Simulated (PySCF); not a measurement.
# CH3BrCl2Si (SMILES [SiH3]C(Cl)(Cl)Br) at 5 levels

Wanted: a comparison of 5 runs (HF/STO-3G, HF/def2-TZVP, B3LYP/6-31G*, PBE/def2-SVP, wB97X/6-311G**) of CH3BrCl2Si. 

Program for the calculation: PySCF 2.14.0.

### 1 The system as given

CH3BrCl2Si: 8 atoms, total charge 0, spin state singlet. As SMILES, `[SiH3]C(Cl)(Cl)Br`. The coordinates come from a GFN2-xTB relaxation.

Bond lengths: Si1–C2 1.941 Å, C2–Cl3 1.773 Å, C2–Cl4 1.773 Å, C2–Br5 1.970 Å, Si1–H6 1.458 Å, Si1–H7 1.458 Å, Si1–H8 1.458 Å. Some angles: Si1–C2–Cl3 110.4°, Si1–C2–Cl4 110.5°, Si1–C2–Br5 109.1°, Cl3–C2–Cl4 109.1°, Cl3–C2–Br5 108.9°, Cl4–C2–Br5 108.7°, C2–Si1–H6 104.8°, C2–Si1–H7 104.4°, C2–Si1–H8 105.0°, H6–Si1–H7 114.0°.

### 2 Energy and gradient at HF/STO-3G (run 1)

Input file calc.py:

```python
from pyscf import gto, scf

mol = gto.Mole()
mol.atom = '''
Si  -0.349610  -0.463900   0.895250
C    0.317830   0.340460  -0.739710
Cl   2.059600   0.646940  -0.611610
Cl   0.015750  -0.724240  -2.125360
Br  -0.610880   2.051360  -1.041950
H   -0.042050   0.505720   1.939620
H    0.388900  -1.715050   1.011710
H   -1.779540  -0.641280   0.672050
'''
mol.max_memory = 1860
mol.verbose = 4
mol.charge = 0
mol.basis = 'sto-3g'
mol.build()

mf = scf.RHF(mol)
mf.conv_tol = 1e-10
mf.kernel()
if not mf.converged:
    mf = mf.newton().run(mf.mo_coeff, mf.mo_occ)

e_tot = mf.e_tot
print('E(%s) = %.9f' % ('HF', e_tot))
grad = mf.nuc_grad_method().kernel()
mf.analyze()
```

The run is started by

```bash
$ OMP_NUM_THREADS=1 python calc.py
```

The log of the run:

```text
PySCF version 2.14.0

[... 79 lines left out ...]
Two-electron Energy =                 2103.165761387593648
[... 12 lines left out ...]
MO #9   energy= -11.1673186229293  occ= 2
[... 10 lines left out ...]
MO #20  energy= -6.91042044036999  occ= 2
[... 10 lines left out ...]
MO #31  energy= -1.14432887958906  occ= 2
[... 10 lines left out ...]
MO #42  energy= -0.407904238367842 occ= 2
[... 10 lines left out ...]
MO #53  energy= 0.553510727588357  occ= 0
[... 64 lines left out ...]
Dipole moment(X, Y, Z, Debye): -1.51351, -0.85217,  2.82686
```

Run time: 3.9 s. Hardware: 1 thread of Intel Xeon Platinum 8488C (Sapphire Rapids), shared host; peak memory 0.12 GiB.

### 3 Energy and forces at HF/def2-TZVP (run 2)

Input file run.py:

```python
from pyscf import gto

mol = gto.Mole()
mol.atom = '''
Si    -0.349610    -0.463900     0.895250
C      0.317830     0.340460    -0.739710
Cl     2.059600     0.646940    -0.611610
Cl     0.015750    -0.724240    -2.125360
Br    -0.610880     2.051360    -1.041950
H     -0.042050     0.505720     1.939620
H      0.388900    -1.715050     1.011710
H     -1.779540    -0.641280     0.672050
'''
mol.basis = 'def2-tzvp'
mol.spin = 0
mol.verbose = 3
mol.max_memory = 1860
mol.build()

mf = mol.RHF()
mf.conv_tol = 1e-10
mf.kernel()
if not mf.converged:
    mf = mf.newton().run(mf.mo_coeff, mf.mo_occ)

energy = mf.e_tot
print('E(%s) = %.9f' % ('HF', energy))
grad = mf.nuc_grad_method().kernel()
mf.analyze()
```

The run is started by

```bash
$ OMP_NUM_THREADS=1 python run.py
```

The log of the run:

```text
converged SCF energy = -3819.9811804759
[... 42 lines left out ...]
MO #33  energy= -1.03399345717282  occ= 2
[... 34 lines left out ...]
MO #68  energy= 0.44287946893885   occ= 0
[... 34 lines left out ...]
MO #103 energy= 1.29919913112784   occ= 0
[... 34 lines left out ...]
MO #138 energy= 2.13794380933939   occ= 0
[... 34 lines left out ...]
MO #173 energy= 3.09290474631411   occ= 0
[... 34 lines left out ...]
MO #208 energy= 26.1205615804739   occ= 0
[... 9 lines left out ...]
Dipole moment(X, Y, Z, Debye): -0.64264, -0.93763,  1.72507
```

It took 3.3 min on 1 thread of Intel Xeon Platinum 8488C (Sapphire Rapids), shared host; peak memory 0.13 GiB.

Runs 3 to 4 aren't shown in full; the table further down has their settings and results.

### 4 Energy and gradient at wB97X/6-311G(d,p) (run 5)

Input file job.py:

```python
import pyscf.grad
from pyscf import gto, dft

mol = gto.M(
    atom='''
Si    -0.660667    -0.876644     1.691777
C      0.600612     0.643376    -1.397849
Cl     3.892080     1.222539    -1.155775
Cl     0.029763    -1.368615    -4.016348
Br    -1.154396     3.876509    -1.969000
H     -0.079463     0.955672     3.665351
H      0.734914    -3.240975     1.911855
H     -3.362843    -1.211844     1.269990
''',
    basis='6-311g**',
    verbose=3,
    max_memory=1860,
    charge=0,
    unit='bohr',
    spin=0,
)

calc0 = dft.RKS(mol, xc='wb97x')
calc0.grids.level = 5
calc0.conv_tol = 1e-10
calc0.kernel()
if not calc0.converged:
    calc0 = calc0.newton().run(calc0.mo_coeff, calc0.mo_occ)

e_tot = calc0.e_tot
print(f'total energy: {e_tot:.8f} hartree')
grad = calc0.Gradients().kernel()
calc0.analyze()
```

The run is started by

```bash
$ OMP_NUM_THREADS=1 python job.py
```

The log of the run:

```text
converged SCF energy = -3823.9396853492
[... 32 lines left out ...]
MO #23  energy= -3.76507175254399  occ= 2
[... 26 lines left out ...]
MO #50  energy= 0.0869730504192696 occ= 0
[... 26 lines left out ...]
MO #77  energy= 0.724466165848531  occ= 0
[... 26 lines left out ...]
MO #104 energy= 1.62832992996126   occ= 0
[... 26 lines left out ...]
MO #131 energy= 4.3530442794352    occ= 0
[... 26 lines left out ...]
MO #158 energy= 1020.18337951365   occ= 0
[... 9 lines left out ...]
Dipole moment(X, Y, Z, Debye): -0.82593, -0.81295,  1.85900
```

Run time: 2.3 min. Hardware: 1 thread of Intel Xeon Platinum 8488C (Sapphire Rapids), shared host; peak memory 1.9 GiB.

### 5 The series

```tsv
run	level	Cartesian functions	integration grid	energy (Eh)	dipole moment (D)	HOMO energy (eV)	LUMO energy (eV)	wall time
1	HF/STO-3G	no	–	-3778.573550	3.32	-8.92	7.14	3.9 s
2	HF/def2-TZVP	no	–	-3819.981180	2.07	-11.20	2.20	3.3 min
3	B3LYP/6-31G* (Cartesian functions)	yes	5	-3823.652229	2.01	-7.98	-1.66	54 s
4	PBE/def2-SVP	no	5	-3822.244668	1.51	-6.77	-2.08	46 s
5	wB97X/6-311G**	no	5	-3823.939685	2.19	-10.74	0.58	2.3 min
```

### 6 Outcome

| quantity | value |
| --- | --- |
| run 5: total energy | -3823.93969 Eh |
| run 5: dipole moment | 2.19 D |
| run 5: HOMO energy | -10.74 eV |
| run 5: LUMO energy | 0.58 eV |
| run 5: HOMO–LUMO gap | 11.32 eV |
| run 5: largest force on an atom | 1.060 eV/Å |

In words: The dipole moment (its size) runs from 1.51 D (PBE/def2-SVP) to 3.32 D (HF/STO-3G). The two ends differ in method and basis. The HOMO–LUMO gap runs from 4.69 eV (PBE/def2-SVP) to 16.05 eV (HF/STO-3G). Totals of different functionals can't be ranked against each other. In run 1 the basis is minimal, so the values are rough. All runs together took 7.4 min, the longest 3.3 min.
